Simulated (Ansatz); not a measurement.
# BClFH3O: the cost of one run

Program: Ansatz 0.2.0. Level of theory: RKS PBE0-D4/def2-SVP. These are calculated values, not measurements.

### 1 The system as given

Bond lengths: B1–F3 1.320 Å, B1–O4 1.410 Å, O4–H5 1.010 Å, B1–Cl6 2.160 Å, Cl6–H7 1.527 Å. Angles: F3–B1–O4 120.0°, F3–B1–Cl6 96.8°, O4–B1–Cl6 101.3°, B1–O4–H5 109.5°, B1–Cl6–H7 58.2°.

Coordinates:

```xyz
7

B     0.0000    0.0000    0.0000
H     0.0000    0.0000    1.5400
F     1.1431    0.0000   -0.6600
O    -1.2211    0.0000   -0.7050
H    -1.7308   -0.8467   -0.4965
Cl    0.0968    2.0475    0.6811
H     0.0414    0.8758    1.6586
```

### 2 A restrained relaxation towards end A

Springs on the bonds that form and break draw the guess towards this end; the thresholds are loose.

Input file input.yaml:

```yaml
crystal:
  periodic: [false, false, false]
  atoms:
    - { symbol: B, position_ang: [0.0, 0.0, 0.0] }
    - { symbol: H, position_ang: [0.0, 0.0, 1.54] }
    - { symbol: F, position_ang: [1.1431, 0.0, -0.66] }
    - { symbol: O, position_ang: [-1.2211, 0.0, -0.705] }
    - { symbol: H, position_ang: [-1.7308, -0.8467, -0.4965] }
    - { symbol: Cl, position_ang: [0.0968, 2.0475, 0.6811] }
    - { symbol: H, position_ang: [0.0414, 0.8758, 1.6586] }
basis:
  gaussian: { orbitals: def2-SVP }
hamiltonian:
  xc: pbe0
  dispersion: d4
relax:
  f_tol: 0.15
  max_steps: 25
  restrain:
    - { distance: [0, 5], at: 3.06, k: 30.0 }
    - { distance: [6, 1], at: 1.86, k: 30.0 }
    - { distance: [0, 1], at: 1.19, k: 30.0 }
    - { distance: [6, 5], at: 1.37, k: 30.0 }
output:
  orbitals: {}
```

Launch:

```
$ ansatz run input.yaml --threads 1 --pin off --max-ram 2048MiB --backend cpu --events-out ev --progress --plain --runs-dir out
```

What time and memory should one allow on 1 thread of Arm Neoverse V1, shared host?

About 27 s, with a peak of 0.16 GiB.
